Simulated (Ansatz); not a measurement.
# TiBrCl3: small, medium and large basis sets

An exercise on one series of results from a longer session: the logs are not shown, and one member is left open.

The runs use Ansatz 0.2.0, Gaussian basis; one geometry, several basis sets.

Levels to be run: PBE0-D4/def2-SVP; ωB97M-V/def2-SVP; PBE0-D4/def2-QZVPP; ωB97M-V/def2-QZVPP; the functionals' def2-TZVPP values are taken from earlier runs.

## The relaxed structure

An earlier PBE0-D4 in a triple-zeta def2 set relaxation fixed the geometry.

SMILES `[Cl][Ti]([Cl])([Cl])[Br]`, 5 atoms, charge 0, spin multiplicity 1.

Atoms are counted from 1 here; the program's logs count them from 0.

Bond lengths: Cl1–Ti2 2.161 Å, Ti2–Cl3 2.161 Å, Ti2–Cl4 2.161 Å, Ti2–Br5 2.316 Å. Angles: Cl1–Ti2–Cl3 109.6°, Cl1–Ti2–Cl4 109.6°, Cl1–Ti2–Br5 109.4°, Cl3–Ti2–Cl4 109.6°, Cl3–Ti2–Br5 109.4°, Cl4–Ti2–Br5 109.4°.

Set-up of the first run:

in.yaml reads:

```yaml
crystal:
  periodic: [false, false, false]
  atoms:
    - {symbol: Cl, position_ang: [-1.023971, -0.221393, 1.891219]}
    - {symbol: Ti, position_ang: [0.006796, -0.046654, -0.000439]}
    - {symbol: Cl, position_ang: [1.966210, -0.945100, 0.157301]}
    - {symbol: Cl, position_ang: [-1.129102, -1.053126, -1.539316]}
    - {symbol: Br, position_ang: [0.229965, 2.192574, -0.550165]}
basis:
  gaussian: {orbitals: def2-SVP}
hamiltonian: {xc: pbe0, dispersion: d4}
output: {orbitals: {seedname: orbitals}}
```

Steps of the session up to this table: PBE0-D4 in def2-SVP; ωB97M-V in def2-SVP; PBE0-D4 in def2-QZVPP; ωB97M-V in def2-QZVPP.

One of the session's tables, all rows but one given; the rest of the session is left out.

It belongs to the step «Density functionals: the series». 

```
functional       basis  HOMO (eV)  LUMO (eV)
   PBE0-D4    def2-SVP          ?          ?
   PBE0-D4  def2-TZVPP      -9.17      -3.73
   PBE0-D4  def2-QZVPP      -9.18      -3.74
   ωB97M-V    def2-SVP     -11.18      -1.66
   ωB97M-V  def2-TZVPP     -11.30      -1.63
   ωB97M-V  def2-QZVPP     -11.32      -1.65
```

Q: Estimate the row for PBE0-D4, def2-SVP from the others.

As computed: HOMO (eV): -9.11; LUMO (eV): -3.82. In the column «HOMO (eV)» it is the highest.
